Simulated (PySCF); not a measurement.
# [CeI2]+: other functionals and bases at one geometry

An exercise on one series of results from a longer session: the logs are not shown, and one member is left open.

Computed with PySCF 2.14.0. Level: several levels, as the steps say, no spin–orbit coupling.

1 further run of the same task is left out (for a known fault of the program).

## Starting geometry

3 atoms, charge 1, spin multiplicity 1.

Bond lengths: Ce1–I2 2.838 Å, Ce1–I3 2.838 Å. Angles: I2–Ce1–I3 105.3°.

Coordinates:

```xyz
3
charge 1, multiplicity 1
Ce    0.00000    0.00000   -1.12051
I     2.25659    0.00000    0.60125
I    -2.25659    0.00000    0.60125
```

Formal oxidation states: Ce +3. Each metal's 1 4f electrons lie in its core potential, so multiplicities, spins and levels count the valence alone. An earlier session relaxed this geometry at PBE0, Ce lcecp-1-SVP with ECP47, I def2-SVP with ECP28 (singlet, point group C2v).

At PBE0 on the finer grid: E = -627.557709 Eh, HOMO -11.66 eV, LUMO -7.37 eV, Mulliken charge on Ce1 +1.17 e, largest force component 0.003 eV/Å. 

Levels to run: r2SCAN; CAM-B3LYP; PBE0, TZVP. Hardware: 2 threads of Intel Xeon Platinum 8488C (Sapphire Rapids), shared host.

The first run:

The input, run.py (the lines that set the calculation):

```python
mol = gto.M(atom='''
Ce     0.00000     0.00000    -1.12051
I      2.25659     0.00000     0.60125
I     -2.25659     0.00000     0.60125''',
    basis={'Ce': 'lcecp-1-SVP', 'I': 'def2-SVP'},
    ecp={'Ce': 'lcecp-1-SVP', 'I': 'def2-SVP'},
    charge=1, spin=0)
mf = dft.RKS(mol, xc='R2SCAN')
mf.grids.atom_grid = (75, 302)  # f atoms: unpruned, at least (60, 302)
mf = mf.density_fit()  # fitting sets: Ce AutoAux, I def2-universal-JKFIT
mf.conv_tol = 1e-08; mf.max_cycle = 55
mf.kernel(dm0)  # dm0: the density of the relaxed state
```

Launch:

```sh
$ OMP_NUM_THREADS=2 python run.py
```

Steps of the session up to this table: r2SCAN; CAM-B3LYP; PBE0, TZVP.

One of the session's tables, all rows but one given; the rest of the session is left out.

| level | HOMO (eV) | gap (eV) | charge on Ce1 (e) | dipole (D) | largest force component (eV/Å) |
| --- | --- | --- | --- | --- | --- |
| PBE0 (relaxed here) | -11.66 | 4.29 | 1.17 | 8.58 | 0.00 |
| r2SCAN | -10.91 | 3.15 | 1.16 | 8.50 | 0.22 |
| CAM-B3LYP | -12.74 | 6.14 | 1.17 | 9.00 | 0.11 |
| PBE0, TZVP | ? | ? | ? | ? | ? |

**Question.** Estimate the row for PBE0, TZVP.

The run gave: HOMO (eV): -11.59; gap (eV): 4.35; charge on Ce1 (e): 1.43; dipole (D): 8.36; largest force component (eV/Å): 0.10. In the column «HOMO (eV)» it lies between PBE0 (relaxed here) (-11.66) and r2SCAN (-10.91).

The dipole of a charged species depends on the origin, so these sizes hold for this origin alone.

In one basis the HOMO–LUMO gap runs from 3.15 eV (r2SCAN) to 6.14 eV (CAM-B3LYP). The largest leftover force, 0.22 eV/Å with r2SCAN, stands at a geometry relaxed at another level. With 4f in the core, its levels are missing from HOMO and gap, and its count is fixed, so no charge can pass from the ligands into it. Total energies of different levels can't be compared.
